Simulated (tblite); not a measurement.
# C3H7Ge2NO3: the cost of one run

The runs use tblite 0.8.0 and PySCF 2.14.0, with density-fitted response routines of our own; the level of theory stands in each step. All values are computed, except where a source is named. Atoms count from 0, in the outputs and in this text.

### 1 Starting geometry

16 atoms, charge 0, multiplicity 1; geometry from: force field or distance geometry start.

Bonds of the start (Å): N0–C1 1.15, C1–Ge2 1.90, Ge2–C3 1.93, C3–O4 1.42, O4–Ge5 1.80, Ge5–C6 1.92, C6–O7 1.26, C6–O8 1.38, Ge2–H9 1.55, Ge2–H10 1.55, C3–H11 1.12, C3–H12 1.10, Ge5–H13 1.55, Ge5–H14 1.54, O8–H15 1.01.

### 2 Optimising the geometry with GFN2-xTB

Job settings and geometry (Å):

```
{"job": {"kind": "relax", "xc": "GFN2-xTB", "basis": "xTB"}, "charge": 0, "multiplicity": 1}
N     -2.696600     2.823900     0.652000
C     -2.659200     1.727100     0.301400
Ge    -2.560400    -0.088600    -0.244600
C     -0.719200    -0.669000    -0.239200
O     -0.225300    -0.574200     1.086600
Ge     1.501200    -1.071700     1.052700
C      2.574300     0.344900     0.316400
O      3.692000     0.082400    -0.202700
O      2.137800     1.654200     0.407500
H     -3.140500    -0.210000    -1.680700
H     -3.404400    -0.967900     0.716700
H     -0.699700    -1.735100    -0.579600
H     -0.156100    -0.020600    -0.919200
H      1.978100    -1.356500     2.502400
H      1.683200    -2.348200     0.209100
H      2.687000     2.418200     0.046100
```

Run with:

```console
OMP_NUM_THREADS=1 python probes_run.py task.json out
```

The driver reads the jobs from task.json and runs them one after another.

**Question.** How long does this first job take on 1 thread of Arm Neoverse V2, shared host?

About 1.7 s.
